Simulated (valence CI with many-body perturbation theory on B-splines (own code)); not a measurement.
**Levels and ionisation energy of Bi⁷⁸⁺**

What does CI with core correlation give for the spectrum of Bi⁷⁸⁺? Levels and ionisation energy come from one run, set against NIST.

Program: an in-house CI+MBPT code version 3. Level of theory: configuration interaction of the valence electrons, many-body perturbation theory for a frozen closed Dirac-Fock core, no-pair Dirac Hamiltonian, B-spline basis. These are calculated values, not measurements, unless marked.

### 1 What is computed

```
element                                      : bismuth (Z = 83, A = 209)
charge                                       : +78
frozen core                                  : [He]
start configuration of the valence electrons : 2s2 2p1
nuclear rms radius                           : 5.5211 fm
```

### 2 The calculation

The run's settings:

```ini
atom Bi  Z=83  mass_number=209  rms_radius_fm=5.5211
core [He]
valence 2s2 2p1
avg = 1
basis = L
breit = 1
cap = 40000
capref = 1200
cscale = 1
de = 0.0
dress = 0
eps = 2e-08
h = 0.27
hh = 1
l2 = 3
lcore = 6
maxit = 60
n2 = 5
natural = 1
nlev = 60
nno = [7, 7, 6, 5, 4, 2, 1]
nroot = 26
nsp = [4, 4, 3, 2, 1, 0, 0]
pt2 = 1
qed = 1
rpa = 1
s1 = 1
s2 = 1
s3 = 1
screen = 1
tol = 2e-05
```

Run with:

```bash
python run_cv.py task.json out
```

task.json holds these settings.

Log:

```text
rmax 1.1 intervals 53 orbitals 81 references ['2s2 2p', '2s 2p2', '2p3'] scf 2
2J=0 par=0 roots 2 ref 18 generators 2 cand 364/364 P 358/358 nnz 0 it 0
2J=0 par=0 roots 2 ref 18 generators 3 cand 24/24 P 367/367 nnz 0 it 0
   second order: generators 3 cand 15/15 e2 -0.00000 -0.00000
2J=0 par=1 roots 2 ref 16 generators 2 cand 314/314 P 304/304 nnz 0 it 0
2J=0 par=1 roots 2 ref 16 generators 3 cand 26/26 P 316/316 nnz 0 it 0
   second order: generators 5 cand 14/14 e2 -0.00000 -0.00000
2J=2 par=1 roots 2 ref 41 generators 2 cand 828/828 P 762/762 nnz 0 it 0
2J=2 par=1 roots 2 ref 41 generators 2 cand 107/107 P 819/819 nnz 0 it 0
   second order: generators 2 cand 50/50 e2 -0.00000 -0.00000
reference levels 513, estimated 426, window 141464767 1/cm; series limit 169001094, core excitation 613779535
2J=1 par=1 roots 15 ref 48 generators 13 cand 6630/9822 P 5427/7999 nnz 5.8e+06 it 4
2J=1 par=1 roots 15 ref 48 generators 17 cand 4941/7316 P 6603/9882 nnz 8.7e+06 it 4
   second order: generators 19 cand 4656/6808 e2 -0.00001 -0.00000
2J=1 par=0 roots 16 ref 50 generators 15 cand 7170/10559 P 5355/8000 nnz 5.8e+06 it 4
2J=1 par=0 roots 16 ref 50 generators 18 cand 5042/7363 P 6746/10202 nnz 9.3e+06 it 4
   second order: generators 20 cand 3651/5161 e2 -0.00001 -0.00000
2J=3 par=1 roots 21 ref 72 generators 16 cand 10439/21052 P 4069/7999 nnz 6.5e+06 it 5
2J=3 par=1 roots 21 ref 72 generators 18 cand 8280/16763 P 8033/16558 nnz 2.4e+07 it 5
   second order: generators 20 cand 5234/9635 e2 -0.00002 -0.00000
2J=3 par=0 roots 19 ref 70 generators 13 cand 10430/21014 P 4045/7999 nnz 6.5e+06 it 5
2J=3 par=0 roots 19 ref 70 generators 16 cand 8266/16723 P 7961/16372 nnz 2.4e+07 it 6
   second order: generators 18 cand 5457/10934 e2 -0.00002 -0.00000
2J=5 par=0 roots 14 ref 66 generators 13 cand 11795/28161 P 3720/8000 nnz 6.8e+06 it 4
2J=5 par=0 roots 14 ref 66 generators 14 cand 9898/23866 P 7393/17209 nnz 2.8e+07 it 5
   second order: generators 19 cand 8684/22589 e2 -0.00001 -0.00000
2J=5 par=1 roots 13 ref 62 generators 10 cand 10562/25035 P 3717/7999 nnz 6.7e+06 it 4
2J=5 par=1 roots 13 ref 62 generators 12 cand 9907/23926 P 7355/17187 nnz 2.8e+07 it 5
   second order: generators 14 cand 7509/18680 e2 -0.00001 -0.00000
2J=7 par=1 roots 6 ref 43 generators 6 cand 8509/22658 P 3458/7997 nnz 7.4e+06 it 4
2J=7 par=1 roots 6 ref 43 generators 7 cand 6385/17433 P 5179/12787 nnz 1.8e+07 it 4
   second order: generators 8 cand 4664/12643 e2 -0.00001 -0.00000
2J=7 par=0 roots 5 ref 41 generators 5 cand 9905/27193 P 3418/7999 nnz 7.2e+06 it 5
2J=7 par=0 roots 5 ref 41 generators 6 cand 7732/21755 P 5509/14033 nnz 2.1e+07 it 5
   second order: generators 7 cand 5641/15721 e2 -0.00002 -0.00001
2J=9 par=1 roots 2 ref 20 generators 2 cand 5491/14986 P 2159/5068 nnz 3.2e+06 it 4
2J=9 par=1 roots 2 ref 20 generators 2 cand 4544/12438 P 2654/6488 nnz 5.4e+06 it 4
   second order: generators 3 cand 5403/15659 e2 -0.00002 -0.00000
2J=9 par=0 roots 2 ref 23 generators 2 cand 5435/14599 P 2934/7215 nnz 7.1e+06 it 4
2J=9 par=0 roots 2 ref 23 generators 3 cand 3761/9906 P 3551/8865 nnz 1.1e+07 it 4
   second order: generators 4 cand 3144/8256 e2 -0.00001 -0.00001
left out: unestimated 187989709, estimated 153302494, shifts from estimates -26 to 44
```

Run time: 2 min. Hardware: 1 thread of Arm Neoverse V1, shared host; peak memory 0.69 GiB.

In the log, the blocks before «reference levels» are the next ion; each later block is one J and parity (par 1 is odd): roots sought, reference size, generators, candidates and the variational space P (configurations/state functions), Hamiltonian entries, Davidson iterations; e2 is the second-order remainder in hartree. Σ1, Σ2 and Σ3 are the one-, two- and three-electron terms by which the core's correlation enters. In the settings nsp and nno count spectroscopic and correlating orbitals by l, and s1, s2, s3 switch or scale the Σ terms.

### 3 The level list

Levels from the run's result record, above the lowest; ° marks odd parity; each level is named by its leading configuration and LS term. The first 40 of 105 are listed.

```tsv
#	level	configuration weight	term weight	energy (eV)	g	lifetime (s)
0	2s2 2p ²P° 1/2	1.00	1.00	0.00	0.600	-
1	2s 2p2 ⁴P 1/2	1.00	0.48	333.77	1.987	2.82e-11
2	2s2 2p ²P° 3/2	0.99	1.00	2491.5	1.287	4.62e-12
3	2s 2p2 ⁴P 3/2	1.00	0.89	2728.4	1.603	2.27e-12
4	2s 2p2 ²D 5/2	1.00	0.64	2771.1	1.288	8.11e-11
5	2s 2p2 ²P 1/2	1.00	0.68	2858.5	1.275	2.46e-14
6	2s 2p2 ²D 3/2	1.00	0.60	2859.9	0.966	2.64e-14
7	2p3 ²P° 3/2	0.99	0.50	3203.2	1.296	3.51e-14
8	2s 2p2 ⁴P 5/2	1.00	0.64	5237.6	1.409	1.11e-13
9	2s 2p2 ²S 1/2	1.00	0.68	5366.1	1.913	3.17e-14
10	2s 2p2 ²P 3/2	1.00	0.58	5366.6	1.157	1.67e-14
11	2p3 ⁴S° 3/2	1.00	0.56	5635.5	1.424	1.72e-14
12	2p3 ²D° 5/2	1.00	1.00	5657.7	1.150	1.79e-14
13	2p3 ²P° 1/2	1.00	1.00	5726.9	0.600	1.63e-14
14	2p3 ²P° 3/2	1.00	0.51	8177.1	1.279	1.15e-14
15	2s2 3s ²S 1/2	0.98	0.99	13973.5	1.975	1.88e-15
16	2s2 3p ²P° 1/2	0.97	0.99	14081.8	0.649	4.99e-14
17	2s 2p 3s ⁴P° 1/2	0.99	0.85	14197.5	2.344	2.10e-15
18	2s 2p 3s ⁴P° 3/2	1.00	0.58	14228.8	1.512	1.89e-15
19	2s 2p 3s ²P° 1/2	0.99	0.96	14266.9	0.668	2.34e-15
20	2s 2p 3p ⁴D 1/2	1.00	0.71	14288.7	0.250	2.88e-15
21	2s 2p 3p ⁴D 3/2	1.00	0.39	14320.1	1.067	1.17e-15
22	2s 2p 3p ⁴P 1/2	0.99	0.44	14377.1	1.885	2.12e-15
23	2p2 3s ⁴P 1/2	0.98	0.45	14593.1	1.976	2.37e-15
24	2p2 3p ²P° 1/2	0.98	0.48	14677.2	0.638	7.16e-16
25	2s2 3p ²P° 3/2	0.98	0.99	14817.1	1.314	4.02e-14
26	2s2 3d ²D 3/2	0.98	0.99	14883.4	0.780	3.34e-16
27	2s 2p 3p ⁴P 3/2	1.00	0.31	15039.6	1.380	3.70e-15
28	2s2 3d ²D 5/2	0.50	0.71	15063.3	1.240	7.69e-16
29	2s 2p 3p ²D 3/2	1.00	0.42	15080.0	1.235	1.68e-15
30	2s 2p 3p ²P 1/2	0.99	0.45	15083.9	1.335	1.04e-15
31	2s2 3d ²D 5/2	0.49	0.70	15085.4	1.242	7.59e-16
32	2s 2p 3d ⁴F° 3/2	1.00	0.68	15092.9	0.574	1.29e-15
33	2s 2p 3d ⁴F° 5/2	1.00	0.38	15127.6	0.987	2.11e-15
34	2s 2p 3d ²P° 3/2	1.00	0.30	15147.0	1.130	2.85e-16
35	2s 2p 3d ⁴D° 1/2	1.00	0.52	15151.1	0.443	2.77e-16
36	2s 2p 3d ⁴P° 5/2	1.00	0.32	15293.3	1.291	3.86e-16
37	2s 2p 3d ²F° 7/2	1.00	0.42	15326.1	1.210	3.93e-16
38	2s 2p 3d ²F° 5/2	1.00	0.45	15339.1	1.075	3.93e-16
39	2s 2p 3d ²P° 3/2	0.96	0.40	15339.5	1.131	4.03e-16
```

### 4 The Hamiltonian term by term

The same run repeats the diagonalisation with simpler Hamiltonians; each column adds a term to the one before, and the last is the full result. Excitation energies in eV:

```tsv
level	valence CI alone	+ Σ1	+ Σ2	+ Σ3	+ Breit	full, with QED
2s 2p2 ⁴P 1/2	331.76	331.33	331.12	331.09	361.56	333.77
2s2 2p ²P° 3/2	2521.5	2521.8	2521.8	2521.8	2489.6	2491.5
2s 2p2 ⁴P 3/2	2758.7	2758.5	2758.4	2758.4	2753.8	2728.4
2s 2p2 ²D 5/2	2817.4	2817.2	2817.1	2817.1	2796.5	2771.1
2s 2p2 ²P 1/2	2888.4	2888.3	2887.9	2887.8	2884.1	2858.5
2s 2p2 ²D 3/2	2898.0	2897.9	2897.6	2897.6	2885.4	2859.9
2p3 ²P° 3/2	3236.3	3235.7	3235.2	3235.1	3255.9	3203.2
2s 2p2 ⁴P 5/2	5306.3	5306.5	5306.4	5306.3	5260.7	5237.6
ionisation energy (eV)	24685.8	24686.5	24686.4	24686.3	24636.1	24633.5
```

### 5 Lines

Listed are the E1 lines of largest gf, the fastest ones to the lowest level and a few forbidden lines. Rates are at computed energies, electric ones in the length gauge, E1 and E2 with static core polarisation; wavelengths are in vacuum.

```tsv
upper	lower	type	λ (nm)	A (1/s)	branching
30: 2s 2p 3p ²P 1/2	0: 2s2 2p ²P° 1/2	E1	0.08220	9.48e+14	0.99
29: 2s 2p 3p ²D 3/2	0: 2s2 2p ²P° 1/2	E1	0.08222	5.87e+14	0.98
26: 2s2 3d ²D 3/2	0: 2s2 2p ²P° 1/2	E1	0.08330	2.55e+15	0.85
65: 2s 2p 3d ²F° 7/2	4: 2s 2p2 ²D 5/2	E1	0.08351	2.55e+15	0.97
92: 2p2 3d ²D 5/2	7: 2p3 ²P° 3/2	E1	0.08395	3.18e+15	0.94
21: 2s 2p 3p ⁴D 3/2	0: 2s2 2p ²P° 1/2	E1	0.08658	8.51e+14	0.99
75: 2s 2p 3d ⁴D° 7/2	8: 2s 2p2 ⁴P 5/2	E1	0.09860	3.42e+15	1.00
74: 2s 2p 3d ²D° 5/2	8: 2s 2p2 ⁴P 5/2	E1	0.09865	1.94e+15	0.85
36: 2s 2p 3d ⁴P° 5/2	3: 2s 2p2 ⁴P 3/2	E1	0.09868	2.28e+15	0.88
37: 2s 2p 3d ²F° 7/2	4: 2s 2p2 ²D 5/2	E1	0.09875	2.55e+15	1.00
84: 2s 2p 3d ²D° 5/2	10: 2s 2p2 ²P 3/2	E1	0.09885	2.01e+15	0.85
99: 2p2 3d ²D 5/2	11: 2p3 ⁴S° 3/2	E1	0.09898	2.56e+15	0.68
100: 2p2 3d ²F 7/2	12: 2p3 ²D° 5/2	E1	0.09910	4.03e+15	0.99
38: 2s 2p 3d ²F° 5/2	6: 2s 2p2 ²D 3/2	E1	0.09935	1.98e+15	0.78
42: 2p2 3d ²D 5/2	7: 2p3 ²P° 3/2	E1	0.09936	2.49e+15	0.99
2: 2s2 2p ²P° 3/2	0: 2s2 2p ²P° 1/2	M1	0.4976	6.74e+10	0.31
73: 2s 2p 3d ⁴F° 9/2	37: 2s 2p 3d ²F° 7/2	M1	0.5060	6.82e+10	0.12
4: 2s 2p2 ²D 5/2	1: 2s 2p2 ⁴P 1/2	E2	0.5087	7.46e+08	0.06
3: 2s 2p2 ⁴P 3/2	1: 2s 2p2 ⁴P 1/2	M1	0.5178	7.49e+10	0.17
```

### 6 What came out

| quantity | computed | tabulated |
| --- | --- | --- |
| lowest level | 2s2 2p ²P° 1/2 | 2p ²P°1/2 |
| first excitation | 2s 2p2 ⁴P 1/2, 333.77 eV | - |
| ionisation energy, to 2s2 ¹S J = 0 | 24633 eV | 24640 ± 120 eV (tabulated theoretical) |
| dipole polarisability of the lowest level | 8.384e-05 bohr³ | - |
| hyperfine A/(μ/I) of the lowest level | 13615200 MHz | - |
| no level missing from the run's list below | 19007.0 eV | - |

What this shows: The ionisation energy is 6.5 eV (0.03 %) below the NIST entry, whose uncertainty is 120 eV. Of the added terms Breit moves the ionisation energy most, by -50.2 eV. The lowest level is 100 % 2s2 2p. Cautions: by estimate large intervals hold to a few tenths of a per cent, small ones and the rates on them less well.
